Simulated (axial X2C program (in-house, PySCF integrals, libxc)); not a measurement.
# InSi: bond curves with and without spin–orbit coupling, part 2 of 2

Computed with an in-house X2C program for linear molecules on PySCF integrals; all-electron X2C, In dyall-cv3z, Si dyall-v3z. The steps go on from the part before.

## (9) PBE0, 2c

State followed: Ω = 3/2 (excess of +ω over −ω: ω = 3/2). The scan is laid around 2.617 Å, a first estimate of the minimum, and this SCF restarts from the orbitals of the search.

Output at 2.617 Å:

```text
two-component X2C + atomic mean field  PBE0
basis functions 175  fitting functions 949  grid points 5083
iter        total energy     max residual
   1      -6167.725263612     1.87e+00
   2      -6168.109048348     6.15e-03
   3      -6168.109116637     5.90e-03
   4      -6168.109768030     3.27e-04
   5      -6168.109768050     4.17e-04
   6      -6168.109772721     1.09e-04
   7      -6168.109773250     3.00e-05
   8      -6168.109773281     9.45e-06
   9      -6168.109773289     3.36e-06
  10      -6168.109773290     5.48e-07
converged
one-electron -8765.66551269  Coulomb 2643.85492337  exact exchange -44.72291709  xc functional -136.97765099  nuclear repulsion 138.71439308  atomic mean-field constant -3.31300896
```

Along the bond, energies from the lowest point:

```tsv
R (Å)	E (eV)	μ (D)	HOMO (eV)	LUMO (eV)	iterations
2.277	0.4759	-1.23	-5.47	-2.88	12
2.381	0.1935	-1.45	-5.51	-2.75	12
2.460	0.0748	-1.63	-5.54	-2.67	12
2.538	0.0149	-1.83	-5.55	-2.63	12
2.617	0.0000	-2.05	-5.50	-2.63	10
2.709	0.0245	-2.32	-5.38	-2.62	11
2.800	0.0817	-2.61	-5.27	-2.60	11
2.918	0.1879	-2.99	-5.14	-2.57	11
3.062	0.3473	-3.47	-5.00	-2.55	11
3.271	0.6050	-4.14	-4.82	-2.53	12
```

Dipoles are positive if Si is the positive end.

Outer spinors at the reference distance:

| ω | occupied | ε (eV) | atomic character | λ mixture |
| --- | --- | --- | --- | --- |
| -3/2 | yes | -21.91 | 100% In d | 85% δ, 15% π |
| 3/2 | yes | -21.89 | 100% In d | 80% δ, 20% π |
| -1/2 | yes | -21.85 | 100% In d | 64% π, 36% σ |
| 1/2 | yes | -21.85 | 99% In d | 50% π, 50% σ |
| 5/2 | yes | -21.11 | 100% In d | 100% δ |
| -5/2 | yes | -21.06 | 100% In d | 100% δ |
| 3/2 | yes | -21.05 | 100% In d | 80% π, 20% δ |
| 1/2 | yes | -21.04 | 99% In d | 50% σ, 50% π |
| -1/2 | yes | -21.01 | 99% In d | 64% σ, 36% π |
| -3/2 | yes | -20.98 | 100% In d | 85% π, 15% δ |
| 1/2 | yes | -13.33 | 64% Si s, 19% In s, 9% In p | 100% σ |
| -1/2 | yes | -11.20 | 54% Si s, 32% In s, 7% In p | 100% σ |
| 1/2 | yes | -9.39 | 55% In s, 22% Si p, 15% Si s | 100% σ |
| -1/2 | yes | -8.07 | 48% In s, 24% Si s, 14% Si p | 100% σ |
| 1/2 | yes | -5.55 | 47% Si p, 38% In p, 11% In s | 100% σ |
| -1/2 | yes | -5.54 | 72% Si p, 22% In p, 4% In d | 100% π |
| 3/2 | yes | -5.50 | 75% Si p, 20% In p, 4% In d | 100% π |
| -1/2 | no | -2.63 | 48% Si p, 40% In p, 8% In s | 98% σ, 2% π |
| 1/2 | no | -2.53 | 56% In p, 41% Si p | 100% π |
| -3/2 | no | -2.42 | 52% In p, 45% Si p | 100% π |
| -1/2 | no | -1.77 | 71% In p, 20% Si p, 5% Si d | 99% π, 1% σ |

PBE0 fields in the half plane through the axis: z from -2.4 to 4.8 Å across, distance from the axis 0.15 to 2.25 Å upwards; In lies at z = 0 and Si at z = 2.617 Å; the ELF is damped to zero where the density is low.

log10 density (e/bohr³). Ten even steps from ' ' (-4.07 ) to '@' (1.81 ):
```
      ......................::::::::::......      
    ......::::::::::::::::::::::::::::::::....    
  ....::::::----------::::--------------::::....  
....::::----------------------------------::::....
..::::------============----============----::::..
..::::----==++++**++++====================----::..
..::----==++**######**++======++****++====----::::
::::----==++**##@@##**++======++##%%**++====--::::
```

ELF. Ten even steps from '0' (0.00 ) to '9' (0.92 ):
```
0001222221112344554421000
0134555432223456777654200
1367775433334567888876420
3788864332335678999988641
6899753222235788999999853
7998633454224786225999874
8998534888424770240599975
9997437383723741977199985
```

Re = 2.609 Å, ωe = 260.2 cm⁻¹, ωexe = 0.956 cm⁻¹, Be = 0.1101 cm⁻¹, De = 2.25 eV, μ = -2.03 D.

## (10) HF, 2c

The SCF at the reference distance of 2.617 Å:

```text
two-component X2C + atomic mean field  HF
basis functions 175  fitting functions 949  grid points 5083
iter        total energy     max residual
   1      -6165.300873580     2.33e-01
   2      -6165.326900782     4.75e-03
   3      -6165.328166937     1.36e-03
   4      -6165.328464184     8.09e-04
   5      -6165.328548241     7.79e-04
   6      -6165.328624113     5.31e-04
   7      -6165.328657773     3.12e-04
   8      -6165.328677192     1.73e-04
   9      -6165.328686404     1.14e-04
  10      -6165.328690493     1.11e-04
  11      -6165.328694819     1.10e-04
  12      -6165.328698561     1.07e-04
  13      -6165.328703749     9.77e-05
  14      -6165.328713136     6.93e-05
  15      -6165.328719397     2.58e-05
  16      -6165.328719849     1.31e-05
  17      -6165.328719923     6.67e-06
  18      -6165.328719932     3.25e-06
  19      -6165.328719935     1.84e-06
  20      -6165.328719936     1.05e-06
converged
one-electron -8764.69202695  Coulomb 2642.96511101  exact exchange -179.00318812  xc functional 0.00000000  nuclear repulsion 138.71439308  atomic mean-field constant -3.31300896
```

Re = 2.694 Å, ωe = 239.1 cm⁻¹, ωexe = 0.915 cm⁻¹, Be = 0.1033 cm⁻¹, De = 1.26 eV, μ = -2.82 D.

## (11) r2SCAN0, 2c

The SCF at the reference distance of 2.617 Å:

```text
two-component X2C + atomic mean field  r2SCAN0
basis functions 175  fitting functions 949  grid points 5083
iter        total energy     max residual
   1      -6168.514197530     7.96e-02
   2      -6168.517024357     1.19e-03
   3      -6168.517034786     7.42e-04
   4      -6168.517049882     5.58e-04
   5      -6168.517062785     1.10e-04
   6      -6168.517063122     4.20e-05
   7      -6168.517063213     1.26e-05
   8      -6168.517063240     5.68e-06
   9      -6168.517063242     3.04e-06
converged
one-electron -8765.66059894  Coulomb 2643.87862680  exact exchange -44.73237019  xc functional -137.40410503  nuclear repulsion 138.71439308  atomic mean-field constant -3.31300896
```

Re = 2.595 Å, ωe = 265.0 cm⁻¹, ωexe = 0.924 cm⁻¹, Be = 0.1113 cm⁻¹, De = 2.30 eV, μ = -1.98 D.

## (12) MP2 and beyond, 2c

Correlated methods: 17 electrons correlated (frozen shells, counted by type: In 4 s, 3 p, 1 d; Si 2 s, 1 p), 231 virtual spinors in MP2, 110 natural virtuals in coupled cluster.

Output of the correlated part at 2.617 Å:

```text
correlated 17  virtual 231  natural virtual 110  E(MP2) -0.565186781  MP2 remainder -0.030832834
iter   CCSD correlation   residual
   1     -0.502267191   1.45e-01
   2     -0.515868357   5.16e-02
   3     -0.516916473   2.30e-02
   4     -0.516942018   1.05e-02
   5     -0.517172227   5.87e-03
   6     -0.517177425   2.89e-03
   7     -0.517168587   1.52e-03
   8     -0.517198364   1.11e-03
   9     -0.517177077   7.69e-04
  10     -0.517190701   4.47e-04
  11     -0.517187617   1.94e-04
  12     -0.517191982   7.89e-05
  13     -0.517191952   3.15e-05
  14     -0.517192147   1.44e-05
  15     -0.517192225   7.64e-06
  16     -0.517192264   4.24e-06
  17     -0.517192308   2.14e-06
  18     -0.517192323   1.35e-06
(T) -0.018932417  T1 0.0299  D1 0.0685  max T2 0.066
```

MP2: Re = 2.595 Å, ωe = 268.2 cm⁻¹, Be = 0.1113 cm⁻¹, De = 2.07 eV.

CCSD: Re = 2.623 Å, ωe = 259.0 cm⁻¹, ωexe = 0.889 cm⁻¹, Be = 0.1089 cm⁻¹, De = 1.94 eV. T1 at Re = 0.021 (Lee–Taylor, the printed value over √2).

CCSD(T): Re = 2.614 Å, ωe = 262.5 cm⁻¹, ωexe = 0.891 cm⁻¹, Be = 0.1096 cm⁻¹, De = 2.00 eV. T1 at Re = 0.021 (Lee–Taylor, the printed value over √2).

## (13) A higher determinant, 2c

State: Ω = 1/2 (excess of +ω over −ω: 2 × ω = -1/2, ω = 3/2).

Output at the reference distance:

```text
two-component X2C + atomic mean field  PBE0
basis functions 175  fitting functions 949  grid points 5083
iter        total energy     max residual
   1      -6167.714898555     1.81e+00
   2      -6168.097026724     5.98e-03
   3      -6168.097122907     5.88e-03
   4      -6168.097726323     3.32e-04
   5      -6168.097726841     3.65e-04
   6      -6168.097731213     9.55e-05
   7      -6168.097731676     1.51e-05
   8      -6168.097731701     8.47e-06
   9      -6168.097731705     2.97e-06
  10      -6168.097731705     1.66e-06
converged
one-electron -8765.52056499  Coulomb 2643.71060415  exact exchange -44.71987934  xc functional -136.96927565  nuclear repulsion 138.71439308  atomic mean-field constant -3.31300896
```

```tsv
R (Å)	E above the lowest PBE0 point (eV)
2.277	0.777
2.381	0.500
2.460	0.388
2.538	0.335
2.617	0.328
2.709	0.360
2.800	0.424
2.918	0.536
3.062	0.698
```

Re = 2.593 Å, ωe = 266.9 cm⁻¹, ωexe = 1.13 cm⁻¹, Be = 0.1114 cm⁻¹, μ = -2.05 D. Te = 0.33 eV. As a difference of two determinants it need not be a gap between pure terms.

## (14) The 2c curves together

Energy (eV) of the followed determinant, 2c, from each level's lowest point:

```tsv
R (Å)	PBE0	HF	MP2	CCSD	CCSD(T)	r2SCAN0
2.277	0.476	0.684	0.449	n/a	n/a	0.443
2.381	0.193	0.335	0.175	0.218	0.206	0.172
2.460	0.075	0.170	0.062	0.090	0.082	0.061
2.538	0.015	0.068	0.009	0.022	0.018	0.009
2.617	0.000	0.015	0.000	0.000	0.000	0.000
2.709	0.025	0.000	0.032	0.018	0.023	0.031
2.800	0.082	0.023	0.099	0.071	0.080	0.095
2.918	0.188	0.092	0.218	0.174	0.188	0.209
3.062	0.347	0.214	0.396	n/a	n/a	0.377
3.271	0.605	0.425	0.685	n/a	n/a	0.645
```

Time for the job: 5.9 min (1 thread of Arm Neoverse V1, shared host); peak memory 1.6 GiB.

## (15) What came out

The summary covers parts 1 to 2.

Lowest determinant that the search found at its distance, spin-free: M_S = 3/2, Λ = 0 (beyond closed shells: σα, π+α, π-α).

Lowest determinant that the search found at its distance, 2c: Ω = 3/2 (excess of +ω over −ω: ω = 3/2).

```json
{"Hamiltonian": "spin-free", "level": "PBE0", "Re (Å)": "2.610", "ωe (cm⁻¹)": "260.4", "De (eV)": "2.34", "μ (D)": "-2.04"}
{"Hamiltonian": "spin-free", "level": "HF", "Re (Å)": "2.694", "ωe (cm⁻¹)": "239.4", "De (eV)": "1.45", "μ (D)": "-2.82"}
{"Hamiltonian": "spin-free", "level": "MP2", "Re (Å)": "2.592", "ωe (cm⁻¹)": "268.2", "De (eV)": "2.20", "μ (D)": "n/a"}
{"Hamiltonian": "spin-free", "level": "CCSD", "Re (Å)": "2.623", "ωe (cm⁻¹)": "259.2", "De (eV)": "2.10", "μ (D)": "n/a"}
{"Hamiltonian": "spin-free", "level": "CCSD(T)", "Re (Å)": "2.614", "ωe (cm⁻¹)": "262.7", "De (eV)": "2.16", "μ (D)": "n/a"}
{"Hamiltonian": "spin-free", "level": "r2SCAN0", "Re (Å)": "2.595", "ωe (cm⁻¹)": "265.1", "De (eV)": "2.32", "μ (D)": "-1.99"}
{"Hamiltonian": "2c", "level": "PBE0", "Re (Å)": "2.609", "ωe (cm⁻¹)": "260.2", "De (eV)": "2.25", "μ (D)": "-2.03"}
{"Hamiltonian": "2c", "level": "HF", "Re (Å)": "2.694", "ωe (cm⁻¹)": "239.1", "De (eV)": "1.26", "μ (D)": "-2.82"}
{"Hamiltonian": "2c", "level": "MP2", "Re (Å)": "2.595", "ωe (cm⁻¹)": "268.2", "De (eV)": "2.07", "μ (D)": "n/a"}
{"Hamiltonian": "2c", "level": "CCSD", "Re (Å)": "2.623", "ωe (cm⁻¹)": "259.0", "De (eV)": "1.94", "μ (D)": "n/a"}
{"Hamiltonian": "2c", "level": "CCSD(T)", "Re (Å)": "2.614", "ωe (cm⁻¹)": "262.5", "De (eV)": "2.00", "μ (D)": "n/a"}
{"Hamiltonian": "2c", "level": "r2SCAN0", "Re (Å)": "2.595", "ωe (cm⁻¹)": "265.0", "De (eV)": "2.30", "μ (D)": "-1.98"}
```

Dipoles are positive if Si is the positive end.

Time per point (s) on 1 thread of Arm Neoverse V1, shared host (2c runs; CCSD comes with the CCSD(T) run); the times are rough: PBE0 0.73, HF 0.82, MP2 1.2, CCSD(T) 20, r2SCAN0 1.1.

What this shows: At CCSD(T), going from spin-free to two-component changes Re by 0 mÅ, ωe by -0.1 %; the spin-free picture holds up (part of it comes from the scalar share of the two-electron terms). De moves by -0.16 eV; both De rest on single-determinant atoms, which can miss part of an open shell's spin–orbit lowering.

De refers to In + Si, each in the lowest determinant found, which need not be this curve's own limit. The state is a single determinant with fixed occupations, the lowest that a limited PBE0 search found. De is counted from the lowest determinant-based energies of the atoms at the same level, without counterpoise correction. Density functionals use the spin component along the axis (collinear). CCSD and (T) use frozen natural virtuals with an MP2 correction for the truncation. The meta-GGAs lack a current-density term, which matters for open shells with orbital currents, atoms included. With several unpaired electrons one determinant need not be a pure state.
